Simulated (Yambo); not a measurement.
Here is a Yambo 5.3.0 calculation.

File optics5.in:

```
optics
chi
tddft
Chimod= "LRC"
% BndsRnXd
 1 | 23 |
%
NGsBlkXd= 1 Ry
% LongDrXd
 1 | 1 | 1 |
%
% QpntsRXd
 1 | 1 |
%
% EnRngeXd
 0 | 15 | eV
%
% DmRngeXd
 0.1 | 0.1 | eV
%
ETStpsXd= 150
LRC_alpha= -0.1
```

scf.in

```
&CONTROL
  calculation = 'scf'
  prefix = 'pwscf'
  outdir = './tmp'
  pseudo_dir = './pseudo'
/
&SYSTEM
  ibrav = 0
  nat = 2
  ntyp = 2
  ecutwfc = 76
  nbnd = 13
  occupations = 'smearing'
  smearing = 'fd'
  degauss = 0.00367493
  force_symmorphic = .true.
/
&ELECTRONS
  conv_thr = 4d-10
  electron_maxstep = 120
  mixing_beta = 0.5
/
ATOMIC_SPECIES
Hf   178.4900 Hf.upf
B     10.8100 B.upf
CELL_PARAMETERS angstrom
   0.0000000000    2.3100000000    2.3100000000
   2.3100000000    0.0000000000    2.3100000000
   2.3100000000    2.3100000000    0.0000000000
ATOMIC_POSITIONS crystal
Hf     0.5000000000    0.5000000000    0.5000000000
B      0.0000000000    0.0000000000    0.0000000000
K_POINTS automatic
20 20 20 0 0 0
```

nscf.in

```
&CONTROL
  calculation = 'nscf'
  prefix = 'pwscf'
  outdir = './tmp'
  pseudo_dir = './pseudo'
/
&SYSTEM
  ibrav = 0
  nat = 2
  ntyp = 2
  ecutwfc = 76
  nbnd = 38
  occupations = 'smearing'
  smearing = 'fd'
  degauss = 0.00367493
  force_symmorphic = .true.
/
&ELECTRONS
  conv_thr = 1d-08
  diago_full_acc = .true.
  diago_thr_init = 1d-06
/
ATOMIC_SPECIES
Hf   178.4900 Hf.upf
B     10.8100 B.upf
CELL_PARAMETERS angstrom
   0.0000000000    2.3100000000    2.3100000000
   2.3100000000    0.0000000000    2.3100000000
   2.3100000000    2.3100000000    0.0000000000
ATOMIC_POSITIONS crystal
Hf     0.5000000000    0.5000000000    0.5000000000
B      0.0000000000    0.0000000000    0.0000000000
K_POINTS automatic
20 20 20 0 0 0
```

Potentials or basis: PseudoDojo 0.4.1 SR PBE standard.

Run with:

```console
$ OMP_NUM_THREADS=1 pw.x -in scf.in > scf.out
$ OMP_NUM_THREADS=1 pw.x -in nscf.in > nscf.out
$ cd tmp/pwscf.save; p2y; mv SAVE ../..; cd ../..
$ OMP_NUM_THREADS=1 yambo
$ OMP_NUM_THREADS=1 yambo -F optics5.in -J optics5 -C optics5_out
```

Estimate the band gap on the k mesh, mean-field level.

none (metal or under the smearing width).

Dielectric function (along the field direction of the input):
```csv
energy (eV),real part,imaginary part
0.30,40.86,21.70
0.81,12.16,18.96
1.31,6.48,15.89
1.81,5.62,11.48
2.32,7.22,9.51
2.82,6.78,8.25
3.32,7.53,8.62
3.83,5.78,9.43
4.33,1.57,8.86
4.83,2.87,8.12
5.34,2.83,8.44
5.84,2.31,7.44
6.34,1.61,7.58
6.85,0.64,7.43
7.35,-0.21,5.46
7.85,0.11,4.74
8.36,1.75,5.88
8.86,-0.28,7.54
9.36,-2.31,4.00
9.87,-1.01,3.69
10.37,-0.86,3.86
10.87,-0.41,3.81
11.38,-0.54,3.29
11.88,-0.76,3.35
12.38,-0.75,4.02
12.89,-2.37,3.31
13.39,-1.97,1.94
13.89,-1.45,1.57
14.40,-1.18,1.25
15.00,-1.20,1.09
```

Caveat: the intraband (Drude) term of the metal is left out; the ground state has no gap, which makes the many-body step unreliable; the long-range kernel's strength is typed, not fitted to the crystal's screening; independent-particle spectra lack excitons. The run has no spin-orbit coupling, so splittings on Hf are missing.
